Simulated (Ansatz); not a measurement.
# BF₂HS + SiH₄: a complex and its separated parts

The complex below is one end of an elementary step. How strongly is it bound against its free parts?

Program: Ansatz 0.2.0, Gaussian basis. Level of theory: PBE0-D4/def2-TZVP structures, single points in def2-TZVPP, no counterpoise correction. These are calculated values, not measurements.

Levels: SPW92, PBE-D4, BLYP-D4, r2SCAN-D4, B97M-V, PBE0-D4, B3LYP-D4, r2SCAN0-D4, BHLYP-D4, CAM-B3LYP-D4, wB97X-V, wB97M-V, B2PLYP, PBE-QIDH, RPA on PBE, Hartree-Fock, MP2, CCSD, CCSD(T).

Cores are frozen in the correlated methods. B3LYP uses VWN-RPA correlation. B2PLYP carries no dispersion term here.

94 further runs of the same task are left out: 94 set aside as unsound or not needed. Runs told in other sessions of the task aren't counted.

**1. The system as given**

The complex: 10 atoms, charge 0, spin multiplicity 1.

Atoms are counted from 1 here; the program's logs count them from 0.

Bond lengths: B1–S2 1.800 Å, B1–F3 1.317 Å, B1–F4 1.321 Å, S2–H7 1.342 Å, H5–Si6 1.486 Å, Si6–H8 1.485 Å, Si6–H9 1.485 Å, Si6–H10 1.483 Å. Angles: S2–B1–F3 119.3°, S2–B1–F4 122.5°, F3–B1–F4 118.2°, B1–S2–H7 94.5°, H5–Si6–H8 109.3°, H5–Si6–H9 109.2°, H5–Si6–H10 109.6°, H8–Si6–H9 109.4°, H8–Si6–H10 109.6°, H9–Si6–H10 109.8°.

Geometry (Å):

```mol
BF2H5SSi
  3D, bonds by distance, orders not assigned

 10  8  0  0  0  0  0  0  0  0999 V2000
    0.7841   -1.6360   -0.7479 B   0  0
    1.6226   -0.6095   -1.9655 S   0  0
   -0.0545   -2.5659   -1.1572 F   0  0
    0.9810   -1.5015    0.5509 F   0  0
   -1.4884    0.1854   -0.1037 H   0  0
   -1.1247    1.2398    0.8777 Si  0  0
    2.2900    0.1135   -1.0522 H   0  0
    0.2747    1.6730    0.6357 H   0  0
   -2.0357    2.3996    0.7079 H   0  0
   -1.2490    0.7014    2.2544 H   0  0
  1  2  8  0
  1  3  8  0
  1  4  8  0
  2  7  8  0
  5  6  8  0
  6  8  8  0
  6  9  8  0
  6 10  8  0
M  END
```

Its parts: BF₂HS holds atoms 1, 2, 3, 4, 7; SiH₄ holds atoms 5, 6, 8, 9, 10. Each part counts its atoms afresh in its own runs.

**2. Relaxing BF₂HS alone**

Contents of relax-a/in.yaml:

```yaml
crystal:
  periodic: [false, false, false]
  atoms:
    - {symbol: B, position_ang: [0.784074, -1.635960, -0.747912]}
    - {symbol: S, position_ang: [1.622568, -0.609509, -1.965459]}
    - {symbol: F, position_ang: [-0.054518, -2.565861, -1.157165]}
    - {symbol: F, position_ang: [0.980986, -1.501457, 0.550942]}
    - {symbol: H, position_ang: [2.290012, 0.113528, -1.052245]}
basis:
  gaussian: {orbitals: def2-TZVP}
hamiltonian: {xc: pbe0, dispersion: d4}
relax: {f_tol: 0.005, max_steps: 200}
```

Started as:

```sh
$ ansatz run in.yaml --threads 4 --pin off --events-out ev --progress --plain --max-ram 9574MiB
```

After this run come: Relaxing SiH₄ alone; SPW92/def2-TZVPP; PBE-D4/def2-TZVPP; BLYP-D4/def2-TZVPP; r2SCAN-D4/def2-TZVPP; B97M-V/def2-TZVPP; PBE0-D4/def2-TZVPP; B3LYP-D4/def2-TZVPP; r2SCAN0-D4/def2-TZVPP; BHLYP-D4/def2-TZVPP; CAM-B3LYP-D4/def2-TZVPP; wB97X-V/def2-TZVPP; wB97M-V/def2-TZVPP; B2PLYP/def2-TZVPP; PBE-QIDH/def2-TZVPP; RPA on PBE/def2-TZVPP; CCSD(T)/def2-TZVPP; Vibrations of BF₂HS; Vibrations of SiH₄.

**Question.** What will these runs give? Wanted: complex less parts, CCSD(T)/def2-TZVPP; with zero-point energy; largest T1 diagnostic.

The runs gave:

| quantity | value |
| --- | --- |
| complex less parts, CCSD(T)/def2-TZVPP | -5.3 kJ/mol |
| with zero-point energy | -3.1 kJ/mol |
| largest T1 diagnostic | 0.013 |

At CCSD(T) the complex lies 5.3 kJ/mol below its parts. The functionals run from BLYP-D4, off by -0.7 kJ/mol, to SPW92, off by -4.4 kJ/mol, against CCSD(T). By rung, the mean size of the error is: LDA 4.4, GGA 1.4, meta-GGA 1.3, hybrid 1.5, range-separated hybrid 1.5, double hybrid 3.1 kJ/mol. The double hybrids carry no dispersion term here, unlike the levels marked D4 or V. PBE-D4 gives a relative energy 2.0 kJ/mol too low, an error of 37 % of the reference. No counterpoise was applied, and triple zeta lacks some correlation, so the CCSD(T) reference has a basis error of its own, and close matches with it are partly luck.
